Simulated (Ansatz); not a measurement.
# Ti3W: the cost of one run

Computed with Ansatz 0.2.0 (DFT PBE, scalar-relativistic, plane waves, PAW, unless a step's input says otherwise).

1 further run of the same task is left out (set aside as unsound or not needed).

## 1. The starting structure

Symmetry: P-6m2, No. 187, hexagonal system. The conventional cell has a = 2.853 Å, b = 2.853 Å, c = 9.581 Å, α = 90.00°, β = 90.00°, γ = 120.00°. Ti (site symmetry 3m) has 9 Ti at 2.85 to 2.88 Å and 3 W at 2.93 Å as nearest neighbours. Around Ti (site symmetry -6m2) lie 12 Ti at 2.85 to 2.88 Å. Around W (site symmetry -6m2) lie 6 W at 2.85 Å and 6 Ti at 2.93 Å.

Structure file:

```cif
data_structure
_symmetry_space_group_name_H-M 'P-6m2'
_symmetry_Int_Tables_number 187
_cell_length_a 2.8532
_cell_length_b 2.8532
_cell_length_c 9.5812
_cell_angle_alpha 90.000
_cell_angle_beta 90.000
_cell_angle_gamma 120.000
_cell_volume 67.55
loop_
_atom_site_label
_atom_site_type_symbol
_atom_site_symmetry_multiplicity
_atom_site_Wyckoff_symbol
_atom_site_fract_x
_atom_site_fract_y
_atom_site_fract_z
_atom_site_occupancy
Ti1 Ti 2 h 0.33333 0.66667 0.74697 1
Ti2 Ti 1 f 0.66667 0.33333 0.50000 1
W1 W 1 e 0.66667 0.33333 0.00000 1
```

It is the end of an earlier relaxation with the same method, from a generated guess; it is a trial structure. At a tolerance of 0.05 Å it has space group P-6m2 (No. 187); it has 16.89 Å³/atom, an uncorrected energy of +0.17 eV/atom over the elements.

## 2. Electronic structure at the relaxed geometry

The input, input.yaml:

```yaml
crystal:
  lattice:
    - [2.853207354, 0.0, 0.0]
    - [-1.426603677, 2.4709500508, 0.0]
    - [0.0, 0.0, 9.5812235042]
  atoms:
    - { symbol: Ti, position: [0.3333333333, 0.6666666667, 0.7469651228] }
    - { symbol: Ti, position: [0.3333333333, 0.6666666667, 0.2530348772] }
    - { symbol: Ti, position: [0.6666666667, 0.3333333333, 0.5] }
    - { symbol: W, position: [0.6666666667, 0.3333333333, 0.0] }
basis:
  ecutwfc: 420
kpoints:
  mp_grid: { grid: [18, 18, 6] }
  band_path:
    path:
      - [[0.0, 0.0, 0.0], [0.5, 0.0, 0.0], [0.33333333, 0.33333333, 0.0], [0.0, 0.0, 0.0], [0.0, 0.0, 0.5], [0.5, 0.0, 0.5], [0.33333333, 0.33333333, 0.5], [0.0, 0.0, 0.5]]
      - [[0.5, 0.0, 0.5], [0.5, 0.0, 0.0]]
      - [[0.33333333, 0.33333333, 0.5], [0.33333333, 0.33333333, 0.0]]
    npoints: 14
hamiltonian:
  xc: pbe
scf:
  occupations: { method: gaussian, width: 0.1 }
  n_extra_bands: 10
output:
  forces: true
  stress: true
  eigenvalues: true
  populations: true
  dos: { projected: true, de: 0.02, nscf_kmesh: { grid: [22, 22, 8] } }
  bader: true
  write_density: true
  write_potential: true
  elf: true
  volumetric_format: npy
```

Launch:

```
$ ansatz run input.yaml --threads 1 --pin off --max-ram 2560MiB --backend cpu --events-out ev --progress --plain --runs-dir out
```

**Question.** How long does this run take on 1 thread of Intel Xeon at 2.50GHz (Skylake/Cascade Lake), shared host, and how much memory does it need?

About 2.7 min, with a peak of 0.67 GiB.
